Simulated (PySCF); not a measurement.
**The bond of InCl+, level by level**

An exercise on one series of results from a longer session: the logs are not shown, and one member is left open.

Computed with PySCF 2.14.0. Level: In x2c-SVPall, Cl x2c-SVPall, spin-free X2C with a Gaussian nucleus.

Set-up of the first run:

A driver script around PySCF takes these settings:

* atoms: In, Cl
* charge: 1
* basis: In x2c-SVPall, Cl x2c-SVPall
* Hamiltonian: spin-free X2C with a Gaussian nucleus
* basis functions: 54
* electrons treated: 65
* masses in u: 114.9039, 34.9689
* levels: PBE0, PBE, r²SCAN, MN15, BLYP, PBEsol, HF, MP2, SCS-MP2, CCSD, CCSD(T)
* grid: 80 radial by 434 angular points
* occupations: held fixed by the projection of orbital angular momentum
* dissociation limit: In+ + Cl, each in its ground configuration
* starting distance in angstrom: 2.460
* values of 2S to try: 1, 3

Started as:

```console
$ OMP_NUM_THREADS=1 python dia.py task.json out
```

Steps of the session up to this table: The job; First curve: PBE0; Excited determinants; PBE (GGA); r²SCAN; MN15 (hybrid meta-GGA); BLYP; PBEsol; UHF (mean field); Correlated methods on the Hartree–Fock reference.

One table of the session follows, with a row left open; its other results are not shown here.

```
      level  Re (Å)  ωe (cm⁻¹)  De (eV)
        UHF   2.319        320    0.065
   UHF-CCSD       ?          ?        ?
UHF-CCSD(T)   2.335        325    0.476
        PBE   2.359        310     0.90
     PBEsol   2.327        334     1.13
       BLYP   2.405      274.4     0.68
     r²SCAN   2.322        342     0.94
       PBE0   2.331        325     0.77
       MN15   2.312        320     0.76
```

**Question.** Estimate the row for UHF-CCSD.

**Answer.** Re (Å): 2.339; ωe (cm⁻¹): 310; De (eV): 0.380. In the column «Re (Å)» it lies between UHF-CCSD(T) (2.335) and PBE (2.359).

De is counted to In+ + Cl in their ground configurations.
